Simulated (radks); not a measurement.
**Xe³⁵⁺ in [Ar] 3d1: an all-electron calculation**

An exercise on one series of results from a longer session: the logs are not shown, and one member is left open.

Method: non-relativistic Kohn-Sham, TPSS, spin-polarised, spherical densities, point nucleus; open shells are filled with parallel spins first. Code: radks (a radial shooting solver on a logarithmic mesh, Libxc functionals) version 1.

## What is computed

| Property | Result |
| --- | --- |
| element | xenon (Z = 54) |
| charge | +35 |
| electrons | 19 |
| configuration | [Ar] 3d1 |

Outer shells as boxes (Hund's rule):

Xe³⁵⁺
```
[Ar] core
3d [↑ ][  ][  ][  ][  ]
```

Set-up of the first run:

Settings of this run:

```text
Z 54
configuration [Ar] 3d1 4s0 4p0
relativity non-relativistic
functional tpss,tpss
spin polarised
nucleus point
```

One of the session's tables, all rows but one given; the rest of the session is left out.

It belongs to the step «Shells». Sizes of the orbitals, from the radial functions (bohr):

| level | <r> | outermost maximum (interpolated) | 90 % within | nodes |
| --- | --- | --- | --- | --- |
| 1s up | 0.02814 | 0.0186 | 0.0500 | 0 |
| 1s down | 0.02814 | 0.0186 | 0.0500 | 0 |
| 2s up | 0.1198 | 0.102 | 0.184 | 1 |
| 2s down | 0.1197 | 0.102 | 0.184 | 1 |
| 2p up | 0.1020 | 0.0801 | 0.165 | 0 |
| 2p down | 0.1019 | 0.0800 | 0.165 | 0 |
| 3s up | 0.2939 | 0.277 | 0.426 | 2 |
| 3s down | 0.2941 | 0.277 | 0.426 | 2 |
| 3p up | 0.2809 | 0.262 | 0.415 | 1 |
| 3p down | 0.2812 | 0.262 | 0.416 | 1 |
| 3d up | 0.2459 | 0.207 | 0.376 | 0 |
| 3d down | ? | ? | ? | ? |
| 4s up | 0.5601 | 0.561 | 0.786 | 3 |
| 4s down | 0.5606 | 0.562 | 0.787 | 3 |
| 4p up | 0.5536 | 0.555 | 0.785 | 2 |
| 4p down | 0.5542 | 0.555 | 0.786 | 2 |

Q: Estimate the row for 3d down from the others.

**Answer.** <r>: 0.2462; outermost maximum (interpolated): 0.207; 90 % within: 0.376; nodes: 0. In the column «<r>» it lies between 3d up (0.2459) and 3p up (0.2809).

Limits of these values: Relativity is left out here, which matters for elements this heavy. Open shells are spherical and high-spin; term and fine-structure splittings are not resolved.
